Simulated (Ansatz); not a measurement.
# C2H7AlSSi: rotation by 120° about the Si4–S5 bond

Aim: the minimum-energy path and barrier of the rotation by 120° about the Si4–S5 bond. The ends are relaxed first, then joined by a nudged elastic band. SMILES of the start: C=[C]([AlH2])[SiH2]S.

Method: RKS BHLYP/def2-SVP, in Ansatz 0.2.0.

### 1 The system as given

Bond lengths: C1–C2 1.361 Å, C2–Al3 1.961 Å, C2–Si4 1.789 Å, Si4–S5 2.124 Å, C1–H6 1.144 Å, C1–H7 1.043 Å, Al3–H8 1.651 Å, Al3–H9 1.595 Å, Si4–H10 1.450 Å, Si4–H11 1.547 Å, S5–H12 1.415 Å. Angles (14 of 16 angles, heavy atoms first): C1–C2–Al3 119.0°, C1–C2–Si4 122.0°, Al3–C2–Si4 118.9°, C2–Si4–S5 111.9°, C2–C1–H6 115.5°, C2–C1–H7 124.9°, C2–Al3–H8 118.0°, C2–Al3–H9 121.7°, C2–Si4–H10 113.0°, C2–Si4–H11 109.6°, S5–Si4–H10 109.0°, S5–Si4–H11 106.5°, Si4–S5–H12 91.7°, H6–C1–H7 119.6°.

As a file:

```xyz
12

C     1.4137   -0.0063   -0.9188
C     0.2842   -0.3293   -0.2320
Al    0.3368   -1.8290    1.0308
Si   -1.2170    0.6334   -0.3702
S    -1.2842    2.2061    1.0561
H     1.3270    0.8993   -1.6129
H     2.3282   -0.5000   -0.8286
H     1.7657   -2.6349    1.2160
H    -0.9186   -2.2012    1.9409
H    -1.4128    1.1884   -1.6953
H    -2.4405   -0.2699   -0.0858
H    -0.1054    2.7882    0.5340
```

### 2 Relaxing end A

input.yaml reads:

```yaml
crystal:
  periodic: [false, false, false]
  atoms:
    - { symbol: C, position_ang: [1.4137, -0.0063, -0.9188] }
    - { symbol: C, position_ang: [0.2842, -0.3293, -0.232] }
    - { symbol: Al, position_ang: [0.3368, -1.829, 1.0308] }
    - { symbol: Si, position_ang: [-1.217, 0.6334, -0.3702] }
    - { symbol: S, position_ang: [-1.2842, 2.2061, 1.0561] }
    - { symbol: H, position_ang: [1.327, 0.8993, -1.6129] }
    - { symbol: H, position_ang: [2.3282, -0.5, -0.8286] }
    - { symbol: H, position_ang: [1.7657, -2.6349, 1.216] }
    - { symbol: H, position_ang: [-0.9186, -2.2012, 1.9409] }
    - { symbol: H, position_ang: [-1.4128, 1.1884, -1.6953] }
    - { symbol: H, position_ang: [-2.4405, -0.2699, -0.0858] }
    - { symbol: H, position_ang: [-0.1054, 2.7882, 0.534] }
basis:
  gaussian: { orbitals: def2-SVP }
hamiltonian:
  xc: { name: BHLYP }
relax:
  f_tol: 0.015
  max_steps: 40
output:
  orbitals: {}
```

The run is started by

```console
$ ansatz run input.yaml --threads 2 --pin off --max-ram 3072MiB --backend cpu --events-out ev --progress --plain --runs-dir out
```

Log, shortened:

```text
Warning: RAYON_NUM_THREADS=2 ignored (pool sized by the plan → 2); use --threads N
[...]
Functional definition: BHLYP
[...]
1239 factors; integrals over basis functions are off by at most 4.5e-4 eV
[...]
mean field -27486.39139835 eV, -1010.1062529443 hartree, gradient 2.6e-5 eV, S^2 0.000000; 0 other end points of the search recorded, 0 dependent functions left out
[...]
reference -27486.39160068 eV, -1010.1062603795 hartree; 31, 31 occupied and 86, 86 virtual orbitals, 1239 factors
relax step   1: F+E_penalty+E_count = -27486.39139835 eV  Δ(F+E_penalty+E_count) = +0.000e0 eV  max|allowed force component| = 3.388e0 eV/Å  Δτ_max = 0.0000 Å  (27 SCF iters, accepted)
[...]
relax step   4: F+E_penalty+E_count = -27486.79171930 eV  Δ(F+E_penalty+E_count) = -4.767e-2 eV  max|allowed force component| = 4.440e-1 eV/Å  Δτ_max = 0.0927 Å  (32 SCF iters, accepted)
[...]
relax step   7: F+E_penalty+E_count = -27486.83671725 eV  Δ(F+E_penalty+E_count) = -7.697e-3 eV  max|allowed force component| = 1.752e-1 eV/Å  Δτ_max = 0.1954 Å  (30 SCF iters, accepted)
[...]
relax step  10: F+E_penalty+E_count = -27486.84590359 eV  Δ(F+E_penalty+E_count) = -7.707e-4 eV  max|allowed force component| = 4.563e-2 eV/Å  Δτ_max = 0.0394 Å  (32 SCF iters, accepted)
[...]
relax step  12: F+E_penalty+E_count = -27486.84684021 eV  Δ(F+E_penalty+E_count) = -2.123e-4 eV  max|allowed force component| = 2.765e-2 eV/Å  Δτ_max = 0.0073 Å  (25 SCF iters, accepted)
[...]
1239 factors; integrals over basis functions are off by at most 3.8e-4 eV
mean field -27486.84697108 eV, -1010.1229949330 hartree, gradient 9.3e-6 eV, S^2 0.000000; 1 other end points of the search recorded, 0 dependent functions left out
[...]
reference -27486.84717273 eV, -1010.1230023437 hartree; 31, 31 occupied and 86, 86 virtual orbitals, 1239 factors
Total energy: -27486.84717273 eV, -1010.1230023437 hartree
Atom 0 at     1.301638    -0.229137    -1.126461 Å, force     0.001098     0.002275    -0.007788 eV/Å
Atom 1 at     0.277137    -0.353126    -0.268375 Å, force     0.004323     0.000629     0.010130 eV/Å
Atom 2 at     0.475074    -1.624264     1.199876 Å, force     0.002046     0.000345     0.000572 eV/Å
Atom 3 at    -1.222044     0.728674    -0.477210 Å, force    -0.002911    -0.001964    -0.004767 eV/Å
Atom 4 at    -1.509685     1.940738     1.286879 Å, force     0.005057    -0.000835     0.000773 eV/Å
Atom 5 at     1.288845     0.457914    -1.975955 Å, force    -0.000381     0.000704     0.001352 eV/Å
Atom 6 at     2.221275    -0.809382    -1.032376 Å, force    -0.001346    -0.000590     0.000069 eV/Å
Atom 7 at     1.902365    -2.266432     1.399838 Å, force     0.000697    -0.000686     0.001885 eV/Å
Atom 8 at    -0.743130    -2.039918     2.105068 Å, force    -0.002904    -0.000383    -0.000516 eV/Å
Atom 9 at    -1.083708     1.578466    -1.685010 Å, force    -0.000643     0.001218    -0.000625 eV/Å
Atom 10 at    -2.473718    -0.055999    -0.555081 Å, force    -0.003288     0.000958    -0.000617 eV/Å
Atom 11 at    -0.356950     2.617265     1.163006 Å, force    -0.001748    -0.001669    -0.000468 eV/Å
Dipole moment:     0.335180    -0.013686    -0.292895 e Å
```

Wall time 47 s (2 threads of Arm Neoverse V2, shared host); peak memory 0.28 GiB.

The steps of the relaxation:

| step | energy from step 1 (eV) | largest force component (eV/Å) |
| --- | --- | --- |
| 1 | 0.0000 | 3.3880 |
| 2 | -0.3527 | 1.0468 |
| 3x | -0.2289 | 1.6574 |
| 4 | -0.4003 | 0.4440 |
| 5 | -0.4257 | 0.0995 |
| 6 | -0.4376 | 0.0650 |
| 7 | -0.4453 | 0.1752 |
| 8 | -0.4495 | 0.1676 |
| 9 | -0.4537 | 0.0726 |
| 10 | -0.4545 | 0.0456 |
| 11 | -0.4552 | 0.0846 |
| 12 | -0.4554 | 0.0276 |
| 13 | -0.4556 | 0.0101 |

Step 1 is the start. 1 step was tried and not accepted (marked x).

After: Bond lengths: C1–C2 1.342 Å, C2–Al3 1.952 Å, C2–Si4 1.860 Å, Si4–S5 2.160 Å, C1–H6 1.093 Å, C1–H7 1.091 Å, Al3–H8 1.578 Å, Al3–H9 1.574 Å, Si4–H10 1.483 Å, Si4–H11 1.479 Å, S5–H12 1.342 Å. Angles (14 of 16 angles, heavy atoms first): C1–C2–Al3 117.6°, C1–C2–Si4 119.3°, Al3–C2–Si4 123.0°, C2–Si4–S5 110.0°, C2–C1–H6 123.1°, C2–C1–H7 122.6°, C2–Al3–H8 116.9°, C2–Al3–H9 121.7°, C2–Si4–H10 110.4°, C2–Si4–H11 112.3°, S5–Si4–H10 110.9°, S5–Si4–H11 103.2°, Si4–S5–H12 95.3°, H6–C1–H7 114.3°.

### 3 Relaxing end B

The second end starts from a geometry with the move made by hand.

Changes to input.yaml since step 2:

```diff
@@ -14,3 +14,3 @@
     - { symbol: H, position_ang: [-2.4405, -0.2699, -0.0858] }
-    - { symbol: H, position_ang: [-0.1054, 2.7882, 0.534] }
+    - { symbol: H, position_ang: [-1.2024, 1.29177, 2.13235] }
 basis:
@@ -22,3 +22 @@
   max_steps: 40
-output:
-  orbitals: {}
```

The run is started by

```console
$ ansatz run input.yaml --threads 2 --pin off --max-ram 3072MiB --backend cpu --events-out ev --progress --plain --runs-dir out
```

Log, shortened:

```text
Warning: RAYON_NUM_THREADS=2 ignored (pool sized by the plan → 2); use --threads N
[...]
[... 1 set-up line as earlier in the session ...]
[...]
1238 factors; integrals over basis functions are off by at most 4.5e-4 eV
[...]
mean field -27486.34185624 eV, -1010.1044323050 hartree, gradient 2.8e-5 eV, S^2 0.000000; 0 other end points of the search recorded, 0 dependent functions left out
[...]
reference -27486.34205654 eV, -1010.1044396662 hartree; 31, 31 occupied and 86, 86 virtual orbitals, 1238 factors
relax step   1: F+E_penalty+E_count = -27486.34185624 eV  Δ(F+E_penalty+E_count) = +0.000e0 eV  max|allowed force component| = 3.372e0 eV/Å  Δτ_max = 0.0000 Å  (27 SCF iters, accepted)
[...]
relax step   4: F+E_penalty+E_count = -27486.75955289 eV  Δ(F+E_penalty+E_count) = -5.502e-2 eV  max|allowed force component| = 3.611e-1 eV/Å  Δτ_max = 0.0940 Å  (31 SCF iters, accepted)
[...]
Atom 2 at     0.554812    -1.631749     1.224747 Å, force     0.003783     0.007286     0.000787 eV/Å
Atom 3 at    -1.158304     0.791067    -0.346399 Å, force     0.003619     0.002273     0.006682 eV/Å
Atom 4 at    -1.424374     1.910603     1.484293 Å, force    -0.005492    -0.007108    -0.013592 eV/Å
Atom 5 at     1.262436     0.445481    -1.969383 Å, force     0.000900     0.000938    -0.004735 eV/Å
Atom 6 at     2.175868    -0.893652    -1.111013 Å, force    -0.004034     0.003650    -0.003600 eV/Å
Atom 7 at     1.887137    -2.474219     1.247390 Å, force    -0.001919     0.001440     0.000660 eV/Å
Atom 8 at    -0.558502    -1.826643     2.324533 Å, force    -0.003549    -0.006015    -0.000644 eV/Å
Atom 9 at    -0.945497     1.807579    -1.402667 Å, force    -0.000910    -0.006735     0.006872 eV/Å
Atom 10 at    -2.404001     0.034695    -0.617635 Å, force     0.002829     0.011913     0.011608 eV/Å
Atom 11 at    -1.998221     0.906862     2.165251 Å, force    -0.002130    -0.003022    -0.003877 eV/Å
Dipole moment:     0.115219    -0.244291    -0.205997 e Å
```

Wall time 51 s (2 threads of Arm Neoverse V2, shared host); peak memory 0.28 GiB.

Step by step:

```csv
step,energy from step 1 (eV),largest force component (eV/Å)
1,0.0000,3.3724
2,-0.3627,1.0211
3x,-0.1972,1.7492
4,-0.4177,0.3611
5,-0.4355,0.1255
6,-0.4455,0.0923
7,-0.4506,0.4085
8,-0.4579,0.2267
9,-0.4674,0.0549
10,-0.4744,0.2581
11,-0.4752,0.2159
12,-0.4796,0.1149
13,-0.4811,0.0649
14,-0.4820,0.0136
```

Step 1 is the start. 1 step was tried and not accepted (marked x).

After: Bond lengths: C1–C2 1.342 Å, C2–Al3 1.948 Å, C2–Si4 1.863 Å, Si4–S5 2.162 Å, C1–H6 1.092 Å, C1–H7 1.092 Å, Al3–H8 1.577 Å, Al3–H9 1.577 Å, Si4–H10 1.481 Å, Si4–H11 1.482 Å, S5–H12 1.342 Å. Angles (14 of 16 angles, heavy atoms first): C1–C2–Al3 117.3°, C1–C2–Si4 119.1°, Al3–C2–Si4 123.5°, C2–Si4–S5 111.2°, C2–C1–H6 123.2°, C2–C1–H7 122.6°, C2–Al3–H8 118.0°, C2–Al3–H9 120.7°, C2–Si4–H10 110.8°, C2–Si4–H11 110.9°, S5–Si4–H10 105.4°, S5–Si4–H11 108.4°, Si4–S5–H12 95.5°, H6–C1–H7 114.3°.

### 4 The band

crystal.atoms is end A as relaxed above, and neb.final_atoms is end B, turned to lie on A. With 5 inner images the band has 7 in all. The start path is listed, through a guess of the saddle.

input.yaml reads:

```yaml
crystal:
  periodic: [false, false, false]
  atoms:
    - { symbol: C, position_ang: [1.301638, -0.229137, -1.126461] }
    - { symbol: C, position_ang: [0.277137, -0.353126, -0.268375] }
    - { symbol: Al, position_ang: [0.475074, -1.624264, 1.199876] }
    - { symbol: Si, position_ang: [-1.222044, 0.728674, -0.47721] }
    - { symbol: S, position_ang: [-1.509685, 1.940738, 1.286879] }
    - { symbol: H, position_ang: [1.288845, 0.457914, -1.975955] }
    - { symbol: H, position_ang: [2.221275, -0.809382, -1.032376] }
    - { symbol: H, position_ang: [1.902365, -2.266432, 1.399838] }
    - { symbol: H, position_ang: [-0.74313, -2.039918, 2.105068] }
    - { symbol: H, position_ang: [-1.083708, 1.578466, -1.68501] }
    - { symbol: H, position_ang: [-2.473718, -0.055999, -0.555081] }
    - { symbol: H, position_ang: [-0.35695, 2.617265, 1.163006] }
basis:
  gaussian: { orbitals: def2-SVP }
hamiltonian:
  xc: { name: BHLYP }
neb:
  order_check: false
  images: 5
  f_tol: 0.05
  max_iterations: 60
  final_atoms:
    - { symbol: C, position_ang: [1.29396286, -0.40645433, -1.30138533] }
    - { symbol: C, position_ang: [0.35995173, -0.30629586, -0.34278141] }
    - { symbol: Al, position_ang: [0.60177218, -1.39302964, 1.25576218] }
    - { symbol: Si, position_ang: [-1.02737161, 0.92004883, -0.55223727] }
    - { symbol: S, position_ang: [-1.12064088, 2.28768596, 1.12002372] }
    - { symbol: H, position_ang: [1.27529233, 0.18745189, -2.21792914] }
    - { symbol: H, position_ang: [2.14189977, -1.08990666, -1.22708054] }
    - { symbol: H, position_ang: [1.87438268, -2.32024278, 1.33384312] }
    - { symbol: H, position_ang: [-0.46200495, -1.35928242, 2.4194719] }
    - { symbol: H, position_ang: [-0.80382743, 1.77007154, -1.74461932] }
    - { symbol: H, position_ang: [-2.33330414, 0.22758186, -0.66385412] }
    - { symbol: H, position_ang: [-1.72301355, 1.42717062, 1.9549852] }
  initial_path:
    images:
      - { positions_ang: [[1.301638, -0.229137, -1.126461], [0.277137, -0.353126, -0.268375], [0.475074, -1.624264, 1.199876], [-1.222044, 0.728674, -0.47721], [-1.509685, 1.940738, 1.286879], [1.288845, 0.457914, -1.975955], [2.221275, -0.809382, -1.032376], [1.902365, -2.266432, 1.399838], [-0.74313, -2.039918, 2.105068], [-1.083708, 1.578466, -1.68501], [-2.473718, -0.055999, -0.555081], [-0.35695, 2.617265, 1.163006]] }
      - { positions_ang: [[1.33244234, -0.15984194, -1.09305994], [0.27585238, -0.32845148, -0.27851872], [0.43070822, -1.63523431, 1.16492122], [-1.2246098, 0.70855444, -0.48670967], [-1.43295322, 2.08210429, 1.11512643], [1.29206046, 0.57767873, -1.91699712], [2.25075554, -0.70808168, -0.98915334], [1.85932937, -2.32565052, 1.37832016], [-0.79604783, -2.00777806, 2.0870037], [-1.20320154, 1.4190037, -1.74782131], [-2.46560979, -0.10536392, -0.41163373], [-0.24162713, 2.42785974, 1.21272134]] }
      - { positions_ang: [[1.36324667, -0.09054688, -1.05965889], [0.27456776, -0.30377697, -0.28866245], [0.38634244, -1.64620461, 1.12996644], [-1.2271756, 0.68843489, -0.49620933], [-1.35622143, 2.22347058, 0.94337385], [1.29527592, 0.69744347, -1.85803924], [2.28023608, -0.60678135, -0.94593069], [1.81629373, -2.38486903, 1.35680231], [-0.84896566, -1.97563813, 2.0689394], [-1.32269508, 1.25954139, -1.81063263], [-2.45750157, -0.15472883, -0.26818647], [-0.12630425, 2.23845448, 1.26243667]] }
      - { positions_ang: [[1.39405101, -0.02125183, -1.02625783], [0.27328313, -0.27910245, -0.29880617], [0.34197666, -1.65717492, 1.09501167], [-1.2297414, 0.66831533, -0.505709], [-1.27948965, 2.36483686, 0.77162128], [1.29849138, 0.8172082, -1.79908135], [2.30971662, -0.50548103, -0.90270803], [1.7732581, -2.44408755, 1.33528447], [-0.90188349, -1.94349819, 2.0508751], [-1.44218863, 1.10007909, -1.87344394], [-2.44939336, -0.20409375, -0.1247392], [-0.01098138, 2.04904923, 1.31215201]] }
      - { positions_ang: [[1.36068829, -0.14965266, -1.117967], [0.30217267, -0.28816692, -0.31346458], [0.42857517, -1.56912649, 1.14859517], [-1.1622848, 0.7522265, -0.52121842], [-1.22654006, 2.3391199, 0.88775542], [1.29075836, 0.60728943, -1.93869728], [2.25377767, -0.70028957, -1.0108322], [1.80696629, -2.40280596, 1.33480402], [-0.75525731, -1.7487596, 2.1737407], [-1.22940156, 1.32340991, -1.8305024], [-2.41069695, -0.06020188, -0.30444417], [-0.58165877, 1.84175636, 1.52642974]] }
      - { positions_ang: [[1.32732557, -0.2780535, -1.20967616], [0.3310622, -0.29723139, -0.328123], [0.51517368, -1.48107807, 1.20217868], [-1.09482821, 0.83613766, -0.53672785], [-1.17359047, 2.31340293, 1.00388957], [1.28302534, 0.39737066, -2.07831321], [2.19783872, -0.89509812, -1.11895637], [1.84067449, -2.36152437, 1.33432357], [-0.60863113, -1.55402101, 2.2966063], [-1.01661449, 1.54674072, -1.78756086], [-2.37200055, 0.08368999, -0.48414914], [-1.15233616, 1.63446349, 1.74070747]] }
      - { positions_ang: [[1.29396286, -0.40645433, -1.30138533], [0.35995173, -0.30629586, -0.34278141], [0.60177218, -1.39302964, 1.25576218], [-1.02737161, 0.92004883, -0.55223727], [-1.12064088, 2.28768596, 1.12002372], [1.27529233, 0.18745189, -2.21792914], [2.14189977, -1.08990666, -1.22708054], [1.87438268, -2.32024278, 1.33384312], [-0.46200495, -1.35928242, 2.4194719], [-0.80382743, 1.77007154, -1.74461932], [-2.33330414, 0.22758186, -0.66385412], [-1.72301355, 1.42717062, 1.9549852]] }
```

The run is started by

```console
$ ansatz run input.yaml --threads 2 --pin off --max-ram 3072MiB --backend cpu --events-out ev --progress --plain --runs-dir out
```

Log, shortened:

```text
Warning: RAYON_NUM_THREADS=2 ignored (pool sized by the plan → 2); use --threads N
[...]
[... 1 set-up line as earlier in the session ...]
[...]
1235 factors; integrals over basis functions are off by at most 3.7e-4 eV
[...]
mean field -27486.84696235 eV, -1010.1229946125 hartree, gradient 8.3e-5 eV, S^2 0.000000; 0 other end points of the search recorded, 0 dependent functions left out
[...]
reference -27486.84716400 eV, -1010.1230020230 hartree; 31, 31 occupied and 86, 86 virtual orbitals, 1235 factors
1236 factors; integrals over basis functions are off by at most 4.2e-4 eV
mean field -27486.82384561 eV, -1010.1221450879 hartree, gradient 7.8e-5 eV, S^2 0.000000; 0 other end points of the search recorded, 0 dependent functions left out
[...]
reference -27486.82404492 eV, -1010.1221524122 hartree; 31, 31 occupied and 86, 86 virtual orbitals, 1236 factors
[...]
Atom 2 at     0.497938    -1.555397     1.194946 Å, force    -0.011414     0.020144    -0.013571 eV/Å
Atom 3 at    -1.250022     0.760458    -0.557137 Å, force     0.003965     0.018178    -0.012594 eV/Å
Atom 4 at    -1.420325     2.353501     0.900507 Å, force    -0.012664    -0.003443    -0.016514 eV/Å
Atom 5 at     1.304834     0.502055    -1.971893 Å, force    -0.000362     0.008180    -0.004749 eV/Å
Atom 6 at     2.228872    -0.738409    -0.986620 Å, force    -0.006266    -0.000033     0.002077 eV/Å
Atom 7 at     1.846088    -2.370790     1.219533 Å, force     0.008979    -0.004627     0.002612 eV/Å
Atom 8 at    -0.621191    -1.776475     2.280662 Å, force    -0.001206    -0.000110     0.002429 eV/Å
Atom 9 at    -1.211938     1.382012    -1.902023 Å, force     0.005423    -0.003015     0.000881 eV/Å
Atom 10 at    -2.455052    -0.096995    -0.478926 Å, force    -0.014693    -0.001664     0.000649 eV/Å
Atom 11 at    -0.433585     1.901979     1.685189 Å, force     0.017379    -0.005702     0.013789 eV/Å
Dipole moment:     0.342035    -0.244123    -0.146851 e Å
this run last wrote the band of iteration 10 to <dir>
```

Run time: 2.9 min. Hardware: 2 threads of Arm Neoverse V2, shared host; peak memory 0.28 GiB.

### 5 What the band shows

The 5 inner images lie between the fixed ends 0 and 6. Energy is taken from image 0, and the path length is the program's own coordinate along the band.

| image | path (Å) | energy (eV) | dihedral C2–Si4–S5–H12 (°) | band force (eV/Å) |
| --- | --- | --- | --- | --- |
| 0 | 0.000 | 0.0000 | 63 | - |
| 1 | 0.441 | 0.0192 | 45 | 0.030 |
| 2 | 0.882 | 0.0800 | 19 | 0.043 |
| 3* | 1.323 | 0.1188 | -10 | 0.046 |
| 4 | 1.998 | 0.0745 | -48 | 0.047 |
| 5 | 2.674 | 0.0375 | -69 | 0.015 |
| 6 | 3.349 | 0.0231 | -78 | - |

The star marks the climbing image.

image, energy (eV) and a bar:
```
        0      0.000 
        1      0.019 #####
        2      0.080 ####################
        3      0.119 ##############################
        4      0.074 ###################
        5      0.038 #########
        6      0.023 ######
```

How the highest energy settled:

| iteration | highest image above image 0 (eV) | largest band force (eV/Å) |
| --- | --- | --- |
| 1 | 3.1691 | 18.292 |
| 2 | 0.5277 | 5.340 |
| 3 | 0.4032 | 2.487 |
| 4 | 0.3036 | 1.960 |
| 5 | 0.1315 | 0.671 |
| 6 | 0.1132 | 0.361 |
| 7 | 0.1183 | 0.176 |
| 8 | 0.1194 | 0.152 |
| 9 | 0.1191 | 0.077 |
| 10 | 0.1188 | 0.047 |

The band as a trajectory file:

```xyz
12
image=0 dE=0.0000
C     1.302   -0.229   -1.126
C     0.277   -0.353   -0.268
Al    0.475   -1.624    1.200
Si   -1.222    0.729   -0.477
S    -1.510    1.941    1.287
H     1.289    0.458   -1.976
H     2.221   -0.809   -1.032
H     1.902   -2.266    1.400
H    -0.743   -2.040    2.105
H    -1.084    1.578   -1.685
H    -2.474   -0.056   -0.555
H    -0.357    2.617    1.163
12
image=1 dE=0.0192
C     1.298   -0.185   -1.100
C     0.262   -0.327   -0.258
Al    0.478   -1.599    1.206
Si   -1.250    0.728   -0.522
S    -1.549    2.002    1.195
H     1.290    0.502   -1.949
H     2.224   -0.752   -0.991
H     1.865   -2.348    1.281
H    -0.671   -1.893    2.240
H    -1.108    1.505   -1.778
H    -2.497   -0.066   -0.584
H    -0.264    2.378    1.293
12
image=2 dE=0.0800
C     1.299   -0.162   -1.098
C     0.267   -0.284   -0.247
Al    0.486   -1.569    1.204
Si   -1.257    0.745   -0.549
S    -1.534    2.164    1.062
H     1.292    0.511   -1.958
H     2.222   -0.734   -0.985
H     1.849   -2.362    1.240
H    -0.641   -1.816    2.275
H    -1.151    1.433   -1.859
H    -2.484   -0.084   -0.556
H    -0.270    2.103    1.504
12
image=3 dE=0.1188
C     1.311   -0.159   -1.103
C     0.280   -0.258   -0.247
Al    0.498   -1.555    1.195
Si   -1.250    0.760   -0.557
S    -1.420    2.354    0.901
H     1.305    0.502   -1.972
H     2.229   -0.738   -0.987
H     1.846   -2.371    1.220
H    -0.621   -1.776    2.281
H    -1.212    1.382   -1.902
H    -2.455   -0.097   -0.479
H    -0.434    1.902    1.685
12
image=4 dE=0.0745
C     1.336   -0.210   -1.154
C     0.312   -0.284   -0.289
Al    0.521   -1.544    1.182
Si   -1.182    0.797   -0.559
S    -1.206    2.467    0.807
H     1.339    0.457   -2.020
H     2.238   -0.813   -1.045
H     1.835   -2.415    1.219
H    -0.586   -1.674    2.299
H    -1.168    1.427   -1.899
H    -2.417   -0.011   -0.416
H    -0.944    1.747    1.909
12
image=5 dE=0.0375
C     1.334   -0.301   -1.232
C     0.348   -0.299   -0.323
Al    0.559   -1.482    1.210
Si   -1.097    0.855   -0.554
S    -1.123    2.412    0.942
H     1.331    0.335   -2.120
H     2.215   -0.939   -1.141
H     1.838   -2.400    1.271
H    -0.536   -1.518    2.345
H    -1.003    1.577   -1.843
H    -2.373    0.104   -0.490
H    -1.416    1.601    1.970
12
image=6 dE=0.0231
C     1.294   -0.406   -1.301
C     0.360   -0.306   -0.343
Al    0.602   -1.393    1.256
Si   -1.027    0.920   -0.552
S    -1.121    2.288    1.120
H     1.275    0.187   -2.218
H     2.142   -1.090   -1.227
H     1.874   -2.320    1.334
H    -0.462   -1.359    2.419
H    -0.804    1.770   -1.745
H    -2.333    0.228   -0.664
H    -1.723    1.427    1.955
```

[end of part 1 of 2]
